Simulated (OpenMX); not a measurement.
Crystal: MnS.

```
CELL_PARAMETERS angstrom
0.00000 2.61225 2.61225
2.61225 0.00000 2.61225
2.61225 2.61225 0.00000
ATOMIC_POSITIONS crystal
Mn 0.00000 0.00000 0.00000
S 0.50000 0.50000 0.50000
```

Base run:

* Program: OpenMX 3.8.5
* Functional: PBE
* Dispersion: D3
* Potentials or basis: OpenMX 2013 PBE set, Mn6.0-s3p2d2, S7.0-s2p2d1f1, grid cutoff 400 Ry
* k mesh: 7 × 7 × 7
* Occupations: fermi-dirac, width 0.05 eV
* Spin: collinear spin, ferromagnetic start
* Starting moments: [4.0, 0.0] μB

Its results: band gap on the k mesh none (metal or under the smearing width); pressure -4.0 GPa; net moment 4.72 μB per cell; site moments Mn +4.55; S +0.17 μB.

**Question.** After a change of settings the same cell gave: band gap on the k mesh none (metal or under the smearing width); pressure -2.4 GPa; net moment 4.72 μB per cell; site moments Mn +4.55; S +0.17 μB. Which change was it?
A. dispersion from D3 to none
B. dispersion from D3 to D3(BJ)
C. dispersion from D3 to D4

**Answer.** A.

Dispersion adds attraction, which lowers the pressure at fixed volume and, as a term added to the energy, leaves the levels alone.

Caveats: the basis of atomic orbitals isn't converged, which shifts pressures, moduli and gaps; a cell with one magnetic atom can't hold antiferromagnetic order, which such compounds often take; semilocal functionals often make such compounds metallic where correlation or magnetic order opens a gap, which also shifts bond lengths; pairwise dispersion overbinds metals, which lowers pressure and volume (some runs).
